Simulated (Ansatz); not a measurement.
# CdS: the cost of one run

Method: DFT r2SCAN, scalar-relativistic, plane waves, PAW, in Ansatz 0.2.0.

### Step 1. Starting point

Symmetry: P6_3mc, No. 186, hexagonal system. Conventional cell: a = 4.135 Å, b = 4.135 Å, c = 6.749 Å, α = 90.00°, β = 90.00°, γ = 120.00°. Around Cd (site symmetry 3m) lie 4 S at 2.51 to 2.60 Å. S (site symmetry 3m) has 4 Cd at 2.51 to 2.60 Å in its first shell of neighbours.

Coordinates:

```cif
data_structure
_symmetry_space_group_name_H-M 'P 1'
_symmetry_Int_Tables_number 1
_cell_length_a 4.1348
_cell_length_b 4.1348
_cell_length_c 6.7490
_cell_angle_alpha 90.000
_cell_angle_beta 90.000
_cell_angle_gamma 120.000
_cell_volume 99.93
loop_
_atom_site_label
_atom_site_type_symbol
_atom_site_fract_x
_atom_site_fract_y
_atom_site_fract_z
_atom_site_occupancy
Cd1 Cd 0.33333 0.66667 0.00000 1
Cd2 Cd 0.66667 0.33333 0.50000 1
S1 S 0.33333 0.66667 0.38500 1
S2 S 0.66667 0.33333 0.88500 1
```

No relaxation comes first: the listed cell is the starting point.

### Step 2. The reference: the undisturbed cell on the scan's mesh

input.yaml reads:

```yaml
crystal:
  lattice:
    - [4.1347992034, 0.0, 0.0]
    - [-2.0673996017, 3.5808411497, 0.0]
    - [0.0, 0.0, 6.749]
  atoms:
    - { symbol: Cd, position: [0.3333333333, 0.6666666667, 0.0] }
    - { symbol: Cd, position: [0.6666666667, 0.3333333333, 0.5] }
    - { symbol: S, position: [0.3333333333, 0.6666666667, 0.385] }
    - { symbol: S, position: [0.6666666667, 0.3333333333, 0.885] }
basis:
  ecutwfc: 500
kpoints:
  mp_grid: { grid: [12, 12, 6] }
hamiltonian:
  xc: r2scan
scf:
  occupations: { method: gaussian, width: 0.05 }
output:
  forces: true
  stress: true
  eigenvalues: true
```

Started as:

```console
> ansatz run input.yaml --threads 1 --pin off --max-ram 2560MiB --backend cpu --events-out ev --progress --plain --runs-dir out
```

What time and memory should one allow on 1 thread of Arm Neoverse V2, shared host?

About 41 s, with a peak of 0.61 GiB.
